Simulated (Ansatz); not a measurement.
# TiN+ (septet): from Hartree-Fock to the top rungs, def2-TZVPP

One table from this session's results is given with a row withheld; the runs are named, their logs left out.

The runs use Ansatz 0.2.0, Gaussian basis; def2-TZVPP, core rule «outside noble gas», up to 10 orbitals frozen.

To be run: UHF; CCSD(T) on ROHF; CCSD(T) on UHF; CCSDT(Q) on ROHF; CCSDT(Q) on UHF.

10 further runs of the same task are left out: 7 for a known fault of the program, 3 set aside as unsound or not needed.

## The geometry

The geometry is a PBE0/def2-TZVP stationary point (not a proven minimum) of the parent state, kept for this charge and spin.

2 atoms, charge 1, spin multiplicity 7.

Atoms are counted from 1 here; the program's logs count them from 0.

Bond lengths: Ti1–N2 1.985 Å.

The first run:

The input, in.yaml:

```yaml
crystal:
  periodic: [false, false, false]
  atoms:
    - {symbol: Ti, position_ang: [0.000000, 0.000000, 0.000000]}
    - {symbol: N, position_ang: [0.000000, 0.000000, 1.984600]}
basis:
  gaussian: {orbitals: def2-TZVPP}
total_charge: 1
magnetization: {spin_polarized: true, initial_magnetization: 6}
hamiltonian: {xc: hf}
output: {orbitals: {seedname: orbitals}}
```

The run is started by

```bash
ansatz run in.yaml --threads 1 --pin off --events-out ev --progress --plain --max-ram 2816MiB --backend cpu
```

Steps of the session up to this table: UHF; CCSD(T) on ROHF; CCSD(T) on UHF; CCSDT(Q) on ROHF; CCSDT(Q) on UHF.

One table of the session follows, with a row left open; its other results are not shown here.

```
   method  from RCCSDT(Q) (kJ/mol)
     ROHF                   +385.4
      UHF                   +366.8
     RMP2                        ?
     UMP2                    +63.8
    RCCSD                    +11.7
    UCCSD                     +2.0
 RCCSD(T)                     +2.7
 UCCSD(T)                     -6.8
   RCCSDT                     +0.2
   UCCSDT                     -8.8
RCCSDT(Q)                        0
UCCSDT(Q)                     -9.0
```

Q: Estimate the row for RMP2 from the others.

As computed: from RCCSDT(Q) (kJ/mol): +74.9. In the column «from RCCSDT(Q) (kJ/mol)» it lies between UMP2 (+63.8) and UHF (+366.8).

Limits of these values: Restricted and unrestricted rows rest on different reference determinants; where their highest levels disagree by more than a few hundredths of an eV, they describe different states and don't form one ladder.
